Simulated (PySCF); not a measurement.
# SmCl: bond curves at several levels of theory

One table from this session's results is given with a row withheld; the runs are named, their logs left out.

Program: PySCF 2.14.0. Level of theory: Sm x2c-SVPall, Cl x2c-SVPall, spin-free X2C with a Gaussian nucleus. These are calculated values, not measurements.

Set-up of the first run:

A driver script around PySCF takes these settings:

```yaml
atoms: Sm, Cl
charge: 0
basis: Sm x2c-SVPall, Cl x2c-SVPall
Hamiltonian: spin-free X2C with a Gaussian nucleus
basis_functions: 103
electrons_treated: 79
masses_in_u: 151.9197, 34.9689
levels: PBE0, PBE, r²SCAN, LDA, TPSS, HF, MP2, SCS-MP2
grid: 80 radial by 434 angular points
occupations: held fixed by the projection of orbital angular momentum
dissociation_limit: Sm + Cl, each in its ground configuration
starting_distance_in_angstrom: 2.500
values_of_2S_to_try: 5, 7, 9
```

Started as:

```
OMP_NUM_THREADS=2 python dia.py task.json out
```

Steps of the session up to this table: Set-up; First curve: PBE0; Other states along the same grid; PBE; r²SCAN; LDA (local density); TPSS; UHF.

One of the session's tables, all rows but one given; the rest of the session is left out.

| level | Re (Å) | ωe (cm⁻¹) | De (eV) |
| --- | --- | --- | --- |
| UHF | 2.644 | 286.5 | 3.88 |
| UHF-MP2 | ? | ? | ? |
| UHF-SCS-MP2 | 2.551 | 313 | 4.13 |
| LDA | 2.496 | 321 | 5.20 |
| PBE | 2.545 | 302 | 4.77 |
| TPSS | 2.553 | 303 | 4.88 |
| r²SCAN | 2.554 | 303 | 5.09 |
| PBE0 | 2.554 | 303 | 4.69 |

Q: Estimate the row for UHF-MP2 from the others.

**Answer.** Re (Å): 2.526; ωe (cm⁻¹): 321; De (eV): 4.35. In the column «Re (Å)» it lies between LDA (2.496) and PBE (2.545).

De is counted to Sm + Cl in their ground configurations.

Limits of these values: The state is the lowest single determinant that the PBE0 search found; with open d or f shells the true ground state can be another one. At some levels the lowest empty orbital lies below the highest filled one (the two can be of opposite spin).
